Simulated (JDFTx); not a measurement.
# HfIn4SiO6 (C2) in JDFTx: a series of runs

The runs below take HfIn4SiO6 through density of states, with PBE+U.

Everything below comes from runs of JDFTx 1.7.0 (patched build). Logs are shortened: lines on timing, memory, paths and dates and some standing lists are left out, and cuts for length are marked. The log counts tension as positive stress, the text compression.

## 1. The structure

Symmetry: C2, No. 5, monoclinic system. Conventional cell: a = 5.432 Å, b = 9.407 Å, c = 7.635 Å, α = 90.00°, β = 104.03°, γ = 90.00°. Hf (site symmetry 2) has 6 O at 2.13 to 2.14 Å as nearest neighbours. In (site symmetry 2) has 2 O at 2.73 Å and 4 In at 3.12 Å as nearest neighbours. In (site symmetry 2) is surrounded by 6 O at 2.23 Å. In (site symmetry 2) is surrounded by 2 O at 2.73 Å and 3 In at 3.07 to 3.12 Å. In (site symmetry 2) has 2 O at 2.73 Å and 3 In at 3.07 to 3.12 Å as nearest neighbours. Around Si (site symmetry 2) lie 6 O at 1.85 Å. Around O (site symmetry 1) lie 1 Si at 1.85 Å. Around O (site symmetry 1) lie 1 Si at 1.85 Å.

The cell was built by a generator and needn't be a form met in nature.

## 2. Density of states, PBE+U

Contents of HfIn4SiO6.in:

```
lattice \
    2.7160300000     2.7160300000    -1.8630900000 \
   -4.7033200000     4.7033200000     0.0000000000 \
    0.0044800000     0.0044800000     7.4041500000
latt-scale 1.889726124626 1.889726124626 1.889726124626
coords-type Lattice
ion Hf     0.2048000000     0.7952000000     0.0000000000 1
ion In     0.3713900000     0.6286100000     0.5000000000 1
ion In     0.5381200000     0.4618800000     0.0000000000 1
ion In     0.0350000000     0.9650000000     0.5000000000 1
ion In     0.7090700000     0.2909300000     0.5000000000 1
ion Si     0.8714600000     0.1285400000     0.0000000000 1
ion O      0.1074100000     0.0691800000     0.8666700000 1
ion O      0.9308200000     0.8925900000     0.1333300000 1
ion O      0.8397500000     0.3782000000     0.8666900000 1
ion O      0.6218000000     0.1602500000     0.1333100000 1
ion O      0.1981300000     0.4689100000     0.1333800000 1
ion O      0.5310900000     0.8018700000     0.8666200000 1

ion-species pseudo/Hf.upf
ion-species pseudo/In.upf
ion-species pseudo/Si.upf
ion-species pseudo/O.upf
elec-cutoff 42 336
elec-ex-corr gga-PBE
kpoint-folding 2 2 1
elec-smearing Fermi 0.0018374661
elec-n-bands 64
add-U Hf d 0.073499
electronic-SCF nIterations 100 energyDiffThreshold 1e-08
electronic-minimize nIterations 30 energyDiffThreshold 1e-7
converge-empty-states yes
forces-output-coords Cartesian
density-of-states Esigma 0.004 \
  Total \
  OrthoOrbital Hf 1 1s \
  OrthoOrbital Hf 1 2s \
  OrthoOrbital Hf 1 p \
  OrthoOrbital Hf 1 d \
  OrthoOrbital In 1 s \
  OrthoOrbital In 1 p \
  OrthoOrbital In 1 d \
  OrthoOrbital In 2 s \
  OrthoOrbital In 2 p \
  OrthoOrbital In 2 d \
  OrthoOrbital In 3 s \
  OrthoOrbital In 3 p \
  OrthoOrbital In 3 d \
  OrthoOrbital In 4 s \
  OrthoOrbital In 4 p \
  OrthoOrbital In 4 d \
  OrthoOrbital Si 1 s \
  OrthoOrbital Si 1 p \
  OrthoOrbital O 1 s \
  OrthoOrbital O 1 p \
  OrthoOrbital O 2 s \
  OrthoOrbital O 2 p \
  OrthoOrbital O 3 s \
  OrthoOrbital O 3 p \
  OrthoOrbital O 4 s \
  OrthoOrbital O 4 p \
  OrthoOrbital O 5 s \
  OrthoOrbital O 5 p \
  OrthoOrbital O 6 s \
  OrthoOrbital O 6 p

dump-name run.$VAR
dump End Ecomponents EigStats BandEigs Kpoints Forces Stress DOS ElecDensity Dtot KEdensity
```

Potentials or basis: PseudoDojo-SR-PBE-0.5-standard with smoothed tails.

Run with:

```
$ jdftx -c 1 -i HfIn4SiO6.in -o HfIn4SiO6.out
```

Standard output:

```text
*************** JDFTx 1.7.0 (patched build) ***************

Input parsed successfully to the following command list (including defaults):
[... the input with its defaults ...]

---------- Setting up symmetries ----------

Found 4 point-group symmetries of the bravais lattice
Found 2 space-group symmetries with basis
Applied RMS atom displacement 0 bohrs to make symmetries exact.

---------- Initializing the Grid ----------
R =
[      5.13255      5.13255     -3.52073  ]
[     -8.88799      8.88799            0  ]
[   0.00846597   0.00846597      13.9918  ]
unit cell volume = 1277.09
G =
[   0.611838  -0.353465   0.153955  ]
[   0.611838   0.353465   0.153955  ]
[ -0.000740404 -1.25321e-20   0.448875  ]
Minimum fftbox size, Smin = [  88  88  120  ]
Chosen fftbox size, S = [  90  90  120  ]

---------- Initializing tighter grid for wavefunction operations ----------
R =
[      5.13255      5.13255     -3.52073  ]
[     -8.88799      8.88799            0  ]
[   0.00846597   0.00846597      13.9918  ]
unit cell volume = 1277.09
G =
[   0.611838  -0.353465   0.153955  ]
[   0.611838   0.353465   0.153955  ]
[ -0.000740404 -1.25321e-20   0.448875  ]
Minimum fftbox size, Smin = [  60  60  88  ]
Chosen fftbox size, S = [  60  60  90  ]

---------- Exchange Correlation functional ----------
Initalized PBE GGA exchange.
Initalized PBE GGA correlation.

---------- Setting up pseudopotentials ----------
Width of ionic core gaussian charges (only for fluid interactions / plotting) set to 0

Reading pseudopotential file 'pseudo/Hf.upf':
  'Hf' pseudopotential, 'PBE' functional
  Generated using ONCVPSP code by D. R. Hamann
  12 valence electrons, 4 orbitals, 8 projectors, 1001 radial grid points, with lMax = 3
    5S    l: 0   occupation:  2.0   eigenvalue: -2.462799
    5P    l: 1   occupation:  6.0   eigenvalue: -1.307320
    5D    l: 2   occupation:  2.0   eigenvalue: -0.098817
    6S    l: 0   occupation:  2.0   eigenvalue: -0.187732
  Core radius for overlap checks: 2.38 bohrs.

Reading pseudopotential file 'pseudo/In.upf':
  'In' pseudopotential, 'PBE' functional
  Generated using ONCVPSP code by D. R. Hamann
  13 valence electrons, 3 orbitals, 6 projectors, 1001 radial grid points, with lMax = 2
    4D    l: 2   occupation: 10.0   eigenvalue: -0.684392
    5S    l: 0   occupation:  2.0   eigenvalue: -0.301765
    5P    l: 1   occupation:  1.0   eigenvalue: -0.092561
  Core radius for overlap checks: 2.17 bohrs.

Reading pseudopotential file 'pseudo/Si.upf':
  'Si' pseudopotential, 'PBE' functional
  Generated using ONCVPSP code by D. R. Hamann
  4 valence electrons, 2 orbitals, 6 projectors, 1001 radial grid points, with lMax = 2
    3S    l: 0   occupation:  2.0   eigenvalue: -0.397365
    3P    l: 1   occupation:  2.0   eigenvalue: -0.149981
[... 68 lines left out ...]
	FillingsUpdate:  mu: +0.383132000  nElectrons: 104.000000
SCF: Cycle:  5   F: -377.029159395777754   dF: -4.149e-05   |Residual|: 2.319e-03   |deigs|: 3.894e-04
	FillingsUpdate:  mu: +0.383304039  nElectrons: 104.000000
SCF: Cycle:  6   F: -377.029167598053505   dF: -8.202e-06   |Residual|: 1.297e-03   |deigs|: 1.778e-04
	FillingsUpdate:  mu: +0.383368115  nElectrons: 104.000000
SCF: Cycle:  7   F: -377.029172368886464   dF: -4.771e-06   |Residual|: 3.476e-04   |deigs|: 1.034e-04
[... 11 lines left out ...]
SCF: Cycle: 13   F: -377.029178148266794   dF: -1.702e-07   |Residual|: 1.207e-05   |deigs|: 4.791e-05
	FillingsUpdate:  mu: +0.383409812  nElectrons: 104.000000
SCF: Cycle: 14   F: -377.029178254420685   dF: -1.062e-07   |Residual|: 1.153e-05   |deigs|: 4.693e-05
	FillingsUpdate:  mu: +0.383409828  nElectrons: 104.000000
SCF: Cycle: 15   F: -377.029178331426863   dF: -7.701e-08   |Residual|: 8.615e-06   |deigs|: 5.100e-05
	FillingsUpdate:  mu: +0.383409985  nElectrons: 104.000000
SCF: Cycle: 16   F: -377.029178371742773   dF: -4.032e-08   |Residual|: 9.294e-06   |deigs|: 5.479e-05
	FillingsUpdate:  mu: +0.383409973  nElectrons: 104.000000
SCF: Cycle: 17   F: -377.029178399765271   dF: -2.802e-08   |Residual|: 1.135e-05   |deigs|: 5.764e-05
	FillingsUpdate:  mu: +0.383409885  nElectrons: 104.000000
SCF: Cycle: 18   F: -377.029178415275510   dF: -1.551e-08   |Residual|: 1.752e-05   |deigs|: 5.631e-05
	FillingsUpdate:  mu: +0.383409929  nElectrons: 104.000000
SCF: Cycle: 19   F: -377.029178424192935   dF: -8.917e-09   |Residual|: 1.817e-05   |deigs|: 4.948e-05
	FillingsUpdate:  mu: +0.383409981  nElectrons: 104.000000
SCF: Cycle: 20   F: -377.029178429431965   dF: -5.239e-09   |Residual|: 1.790e-05   |deigs|: 4.692e-05
SCF: Converged (|Delta E|<1.000000e-08 for 2 iters).

Setting wave functions to eigenvectors of Hamiltonian
Converging empty states (this may take a while):
EmptyStates: None of the convergence criteria satisfied.
|deigs|: 5.063e-04

# Stress tensor in Cartesian coordinates [Eh/a0^3]:
[  -9.9584e-05            0  8.48948e-07  ]
[            0 -7.73761e-05            0  ]
[  8.48948e-07            0 -2.22848e-05  ]

# Ionic positions in lattice coordinates:
ion Hf   0.204800000000000   0.795200000000000   0.000000000000000 1
ion In   0.371390000000000   0.628610000000000   0.500000000000000 1
ion In   0.538120000000000   0.461880000000000   0.000000000000000 1
ion In   0.035000000000000   0.965000000000000   0.500000000000000 1
ion In   0.709070000000000   0.290930000000000   0.500000000000000 1
ion Si   0.871460000000000   0.128540000000000   0.000000000000000 1
ion O   0.107410000000000   0.069180000000000   0.866670000000000 1
ion O   0.930820000000000   0.892590000000000   0.133330000000000 1
ion O   0.839750000000000   0.378200000000000   0.866690000000000 1
ion O   0.621800000000000   0.160250000000000   0.133310000000000 1
ion O   0.198130000000000   0.468910000000000   0.133380000000000 1
ion O   0.531090000000000   0.801870000000000   0.866620000000000 1

# Forces in Cartesian coordinates:
force Hf  -0.000000000000000   0.001055158371046   0.000000000000000 1
force In   0.000000000000000   0.006087002104620  -0.000000000000000 1
force In  -0.000000000000000   0.000606237606266   0.000000000000000 1
force In   0.000000000000000   0.002510553836465  -0.000000000000000 1
force In   0.000000000000000  -0.008771182268124   0.000000000000000 1
force Si  -0.000000000000000  -0.000434227143250   0.000000000000000 1
force O  -0.003747940785124  -0.000602808279813   0.002569640208638 1
force O   0.003747940785124  -0.000602808279813  -0.002569640208638 1
force O  -0.003719279052394   0.002291668015762   0.001386570057239 1
force O   0.003719279052394   0.002291668015762  -0.001386570057239 1
force O   0.001897874401629  -0.002201486083670  -0.003337240884516 1
force O  -0.001897874401629  -0.002201486083670   0.003337240884516 1

# Energy components:
   Eewald =     -277.2335572490594018
       EH =      101.9369897212882847
     Eloc =     -308.2207439836292906
      Enl =      -71.4129712754413219
      Exc =     -121.2904306911006955
 Exc_core =       48.8486141348322889
       KE =      250.2574858839896876
        U =        0.0866110962541515
-------------------------------------
     Etot =     -377.0280023628663457
       TS =        0.0011760665656272
-------------------------------------
        F =     -377.0291784294319655

IonicMinimize: Iter:   0  F: -377.029178429431965  |grad|_K:  2.610e-03
IonicMinimize: None of the convergence criteria satisfied after 0 iterations.

#--- Lowdin population analysis ---
# oxidation-state Hf +1.508
# oxidation-state In +0.164 +1.097 +0.099 +0.200
# oxidation-state Si +1.583
# oxidation-state O -0.700 -0.700 -0.706 -0.706 -0.706 -0.706

Dumping 'run.eigStats' ...
	eMin: -1.965721 at state 2 ( [ +0.500000 +0.500000 +0.000000 ] spin 0 )
	HOMO: +0.381608 at state 0 ( [ +0.000000 +0.000000 +0.000000 ] spin 0 )
	mu  : +0.383412
	LUMO: +0.385448 at state 0 ( [ +0.000000 +0.000000 +0.000000 ] spin 0 )
	eMax: +0.599818 at state 0 ( [ +0.000000 +0.000000 +0.000000 ] spin 0 )
	HOMO-LUMO gap: +0.003840
	Optical gap  : +0.003840 at state 0 ( [ +0.000000 +0.000000 +0.000000 ] spin 0 )

WARNING: weighted densities of states are not symmetrized: those that the symmetries change (such as of
a px orbital, of one of several like atoms, of a slice or a sphere) need 'symmetries none'.
WARNING: the last solve of the electrons (or of bands or displaced states from it) ended unconverged.
Done!
```

Wall time 4.1 min (1 thread of Intel Xeon at 2.60GHz (Ice Lake), shared host); peak memory 0.45 GiB.

Results:

* Free energy: -10259.4866 eV
* Pressure: 2.0 GPa
* Largest force: 0.451 eV/Å
* Loewdin charges: Hf +1.51; In +0.16, +1.10, +0.10, +0.20; Si +1.58; O -0.70, -0.71 e

Forces on the atoms (eV/Å):
```
Hf   0.000  0.054  0.000
In   0.000  0.313  0.000
In   0.000  0.031  0.000
In   0.000  0.129  0.000
In   0.000 -0.451  0.000
Si   0.000 -0.022  0.000
O   -0.193 -0.031  0.132
O    0.193 -0.031 -0.132
O   -0.191  0.118  0.071
O    0.191  0.118 -0.071
O    0.098 -0.113 -0.172
O   -0.098 -0.113  0.172
```

States per cell in windows of 0.5 eV (zero at the Fermi level; states under -8 eV left out):
```
from (eV)  total   O p  In p  Hf d  In s   O s  Si p
     -8.0   3.20  2.10  0.19  0.31  0.15  0.09  0.30
     -7.5   3.28  2.07  0.27  0.15  0.34  0.12  0.28
     -7.0   2.13  1.18  0.37  0.06  0.36  0.03  0.10
     -6.5   4.49  3.15  0.48  0.16  0.26  0.13  0.09
     -6.0   3.16  2.15  0.29  0.19  0.31  0.07  0.04
     -5.5   2.75  2.10  0.20  0.23  0.12  0.04  0.02
     -5.0   5.76  4.60  0.48  0.15  0.36  0.05  0.01
     -4.5   3.69  3.18  0.25  0.05  0.13  0.01  0.01
     -4.0   5.50  4.81  0.22  0.12  0.19  0.02  0.01
     -3.5   1.24  1.09  0.06  0.01  0.05  0.00  0.00
     -3.0   0.49  0.37  0.03  0.00  0.09  0.00  0.00
     -2.5   0.58  0.21  0.23  0.00  0.12  0.00  0.00
     -2.0   1.98  0.26  0.89  0.01  0.76  0.02  0.01
     -1.5   1.39  0.17  0.40  0.03  0.73  0.02  0.01
     -1.0   0.66  0.06  0.22  0.04  0.31  0.01  0.00
     -0.5   0.14  0.01  0.07  0.01  0.04  0.00  0.00
      0.0   0.32  0.02  0.22  0.03  0.03  0.01  0.00
      0.5   1.53  0.12  0.77  0.28  0.23  0.05  0.01
      1.0   2.83  0.31  1.00  0.78  0.45  0.12  0.02
      1.5   3.12  0.46  1.03  1.19  0.13  0.11  0.02
      2.0   3.21  0.62  0.75  1.39  0.18  0.07  0.02
      2.5   1.28  0.21  0.47  0.38  0.10  0.04  0.02
      3.0   0.62  0.07  0.15  0.31  0.03  0.02  0.02
      3.5   0.98  0.09  0.37  0.31  0.06  0.06  0.03
      4.0   1.69  0.12  0.86  0.23  0.16  0.12  0.04
      4.5   2.75  0.13  1.42  0.16  0.60  0.14  0.06
```

Caveat: the k mesh is coarse (spacing up to 0.85 Å⁻¹), so the values aren't converged; the empty levels aren't tightly converged. The run has no spin-orbit coupling, so splittings on Hf are missing.

## 3. Density of states, PBE+U

HfIn4SiO6.in: that of step 2 with these lines changed.

```diff
@@ -28,3 +28,3 @@
 elec-n-bands 64
-add-U Hf d 0.073499
+add-U Hf d 0.110248
 electronic-SCF nIterations 100 energyDiffThreshold 1e-08
@@ -33,3 +33,3 @@
 forces-output-coords Cartesian
-density-of-states Esigma 0.004 \
+density-of-states Esigma 0.003 \
   Total \
@@ -67,2 +67,2 @@
 dump-name run.$VAR
-dump End Ecomponents EigStats BandEigs Kpoints Forces Stress DOS ElecDensity Dtot KEdensity
+dump End Ecomponents EigStats BandEigs Kpoints Forces Stress DOS
```

Potentials or basis: PseudoDojo-SR-PBE-0.5-standard with smoothed tails.

Run with:

```
$ jdftx -c 1 -i HfIn4SiO6.in -o HfIn4SiO6.out
```

Wall time 4 min (1 thread of Intel Xeon at 2.60GHz (Ice Lake), shared host); peak memory 0.45 GiB.

It converged, with:

| Property | Result |
| --- | --- |
| Free energy | -10258.3118 eV |
| Pressure | 2.1 GPa |
| Largest force | 0.462 eV/Å |
| Loewdin charges | Hf +1.53; In +0.16, +1.10, +0.10, +0.20; Si +1.58; O -0.70, -0.71 e |

Forces in eV/Å, atoms in the order of the input:
```
Hf   0.000  0.045  0.000
In   0.000  0.299  0.000
In   0.000  0.031  0.000
In   0.000  0.154  0.000
In   0.000 -0.462  0.000
Si   0.000 -0.019  0.000
O   -0.171 -0.005  0.128
O    0.171 -0.005 -0.128
O   -0.226  0.124  0.072
O    0.226  0.124 -0.072
O    0.084 -0.141 -0.168
O   -0.084 -0.141  0.168
```

Stress tensor (GPa, compression positive):
```
 3.15  0.00 -0.06
 0.00  2.45  0.00
-0.06  0.00  0.78
```

Levels at points of the mesh, in eV from the Fermi level:
```csv
k point,band 48,band 49,band 50,band 51,band 52,band 53,band 54,band 55,band 56,band 57
"(0.00, 0.00, 0.00)",-3.69,-3.61,-0.60,-0.41,-0.04,0.05,0.20,0.24,0.56,1.08
"(0.00, 0.50, 0.00)",-3.64,-3.60,-3.37,-1.99,-1.73,1.23,1.69,2.08,2.21,2.38
"(0.50, 0.50, 0.00)",-3.71,-3.67,-3.52,-1.94,-1.55,1.33,1.76,1.89,2.23,2.35
```

States per cell in windows of 0.5 eV (zero at the Fermi level; states under -8 eV left out):
```
from (eV)  total   O p  In p  Hf d  In s   O s  Si p
     -8.0   3.26  2.18  0.20  0.32  0.10  0.08  0.33
     -7.5   3.13  1.96  0.26  0.13  0.36  0.11  0.26
     -7.0   2.00  1.11  0.35  0.05  0.33  0.03  0.09
     -6.5   4.83  3.34  0.53  0.17  0.32  0.13  0.09
     -6.0   3.17  2.25  0.28  0.24  0.22  0.07  0.03
     -5.5   2.80  2.11  0.20  0.18  0.18  0.05  0.01
     -5.0   5.91  4.75  0.48  0.13  0.37  0.05  0.01
     -4.5   3.48  3.03  0.23  0.05  0.10  0.01  0.01
     -4.0   5.63  4.93  0.22  0.12  0.19  0.02  0.01
     -3.5   0.81  0.70  0.04  0.00  0.04  0.00  0.00
     -3.0   0.48  0.35  0.03  0.00  0.09  0.00  0.00
     -2.5   0.64  0.20  0.30  0.00  0.12  0.00  0.00
     -2.0   2.04  0.26  0.87  0.01  0.84  0.02  0.01
     -1.5   1.30  0.15  0.38  0.03  0.68  0.02  0.01
     -1.0   0.61  0.06  0.21  0.03  0.28  0.01  0.00
     -0.5   0.12  0.01  0.06  0.01  0.03  0.00  0.00
      0.0   0.36  0.02  0.26  0.04  0.03  0.01  0.00
      0.5   1.60  0.13  0.80  0.28  0.26  0.05  0.01
      1.0   2.84  0.32  1.03  0.75  0.45  0.12  0.02
      1.5   3.03  0.43  1.01  1.17  0.12  0.10  0.02
      2.0   3.27  0.61  0.74  1.46  0.18  0.07  0.02
      2.5   1.19  0.19  0.41  0.39  0.09  0.04  0.02
      3.0   0.67  0.07  0.17  0.32  0.03  0.03  0.02
      3.5   1.09  0.10  0.42  0.33  0.07  0.07  0.03
      4.0   1.91  0.13  0.97  0.25  0.18  0.14  0.05
      4.5   2.73  0.12  1.38  0.16  0.67  0.12  0.06
```

Caveat: the k mesh is coarse (spacing up to 0.85 Å⁻¹), so the values aren't converged; the empty levels aren't tightly converged.

## 4. Density of states, PBE+U

HfIn4SiO6.in: that of step 3 with these lines changed.

```diff
@@ -28,3 +28,3 @@
 elec-n-bands 64
-add-U Hf d 0.110248
+add-U Hf d 0.146997
 electronic-SCF nIterations 100 energyDiffThreshold 1e-08
@@ -33,3 +33,3 @@
 forces-output-coords Cartesian
-density-of-states Esigma 0.003 \
+density-of-states Esigma 0.004 \
   Total \
```

Run with:

```
$ jdftx -c 1 -i HfIn4SiO6.in -o HfIn4SiO6.out
```

Run time: 4.1 min. Hardware: 1 thread of Intel Xeon at 2.60GHz (Ice Lake), shared host; peak memory 0.43 GiB.

The run converged. Its results:

| Property | Result |
| --- | --- |
| Free energy | -10257.1447 eV |
| Pressure | 2.3 GPa |
| Largest force | 0.477 eV/Å |
| Loewdin charges | Hf +1.55; In +0.16, +1.09, +0.10, +0.19; Si +1.58; O -0.70, -0.71 e |

Forces on the atoms (eV/Å):
```
Hf   0.000  0.035  0.000
In   0.000  0.284  0.000
In   0.000  0.031  0.000
In   0.000  0.183  0.000
In   0.000 -0.477  0.000
Si   0.000 -0.016  0.000
O   -0.147  0.025  0.122
O    0.147  0.025 -0.122
O   -0.266  0.129  0.073
O    0.266  0.129 -0.073
O    0.068 -0.174 -0.163
O   -0.068 -0.174  0.163
```

Stress tensor (GPa, compression positive):
```
 3.39  0.00 -0.10
 0.00  2.64  0.00
-0.10  0.00  0.93
```

Levels at points of the mesh, in eV from the Fermi level:
| k point | band 48 | band 49 | band 50 | band 51 | band 52 | band 53 | band 54 | band 55 | band 56 | band 57 |
| --- | --- | --- | --- | --- | --- | --- | --- | --- | --- | --- |
| (0.00, 0.00, 0.00) | -3.71 | -3.62 | -0.61 | -0.42 | -0.04 | 0.04 | 0.19 | 0.23 | 0.55 | 1.07 |
| (0.00, 0.50, 0.00) | -3.66 | -3.62 | -3.38 | -1.99 | -1.74 | 1.23 | 1.69 | 2.12 | 2.24 | 2.43 |
| (0.50, 0.50, 0.00) | -3.72 | -3.68 | -3.54 | -1.95 | -1.56 | 1.34 | 1.74 | 1.94 | 2.24 | 2.38 |

States per cell in windows of 1 eV (zero at the Fermi level; states under -8 eV left out):
| from (eV) | total | O p | In p | Hf d | In s | O s | Si p |
| --- | --- | --- | --- | --- | --- | --- | --- |
| -8.0 | 6.59 | 4.26 | 0.47 | 0.45 | 0.50 | 0.20 | 0.60 |
| -7.0 | 6.81 | 4.45 | 0.87 | 0.23 | 0.64 | 0.16 | 0.18 |
| -6.0 | 5.93 | 4.31 | 0.49 | 0.41 | 0.41 | 0.12 | 0.05 |
| -5.0 | 9.39 | 7.76 | 0.72 | 0.18 | 0.48 | 0.06 | 0.02 |
| -4.0 | 6.48 | 5.67 | 0.27 | 0.12 | 0.23 | 0.02 | 0.01 |
| -3.0 | 1.10 | 0.55 | 0.30 | 0.01 | 0.22 | 0.01 | 0.00 |
| -2.0 | 3.33 | 0.41 | 1.26 | 0.04 | 1.50 | 0.04 | 0.01 |
| -1.0 | 0.77 | 0.06 | 0.28 | 0.04 | 0.33 | 0.01 | 0.00 |
| 0.0 | 1.88 | 0.15 | 1.03 | 0.28 | 0.28 | 0.06 | 0.01 |
| 1.0 | 5.65 | 0.71 | 2.06 | 1.72 | 0.58 | 0.23 | 0.03 |
| 2.0 | 4.72 | 0.83 | 1.14 | 2.08 | 0.26 | 0.11 | 0.05 |
| 3.0 | 1.78 | 0.17 | 0.58 | 0.68 | 0.09 | 0.09 | 0.05 |
| 4.0 | 4.75 | 0.27 | 2.36 | 0.48 | 0.83 | 0.28 | 0.12 |

Caveat: the k mesh is coarse (spacing up to 0.85 Å⁻¹), so the values aren't converged; the empty levels aren't tightly converged.

(Continued in part 2 of 2.)
